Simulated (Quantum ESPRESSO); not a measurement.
**NbCu: zone-centre phonons under several settings**

```
CELL_PARAMETERS angstrom
0.00000 2.56221 2.56221
2.56221 0.00000 2.56221
2.56221 2.56221 0.00000
ATOMIC_POSITIONS crystal
Nb 0.00000 0.00000 0.00000
Cu 0.50000 0.50000 0.50000
```

The cell was built by a generator and needn't be a form met in nature.

All runs used Quantum ESPRESSO 7.5; potentials GBRV 1.5 LDA; k mesh 6 × 6 × 6; no spin polarisation; cutoff 762 eV; occupations cold, width 0.2 eV.

```csv
level,geometry,volume (Å³/atom),pressure (GPa),lowest optical mode without the field (cm⁻¹)
LDA,relaxed at -3 GPa,16.02,-3.1,203
LDA,relaxed at 0 GPa,15.73,-0.1,211
LDA,relaxed at 3 GPa,15.47,2.9,219
LDA,relaxed at 8 GPa,15.09,7.8,231
LDA,relaxed at 15 GPa,?,14.8,?
```

**Question.** What stands in the row left open?

**Answer.** Volume 14.62 Å³/atom; lowest optical mode without the field 246 cm⁻¹.

Caveats: the mesh is thin for the phonons of a metal; the cell is more than 3 GPa from zero pressure, which shifts response properties (some runs).

For the row left open. Caveat: the k mesh is coarse; the mesh is thin for the phonons of a metal; the cell is more than 3 GPa from zero pressure, which shifts response properties.
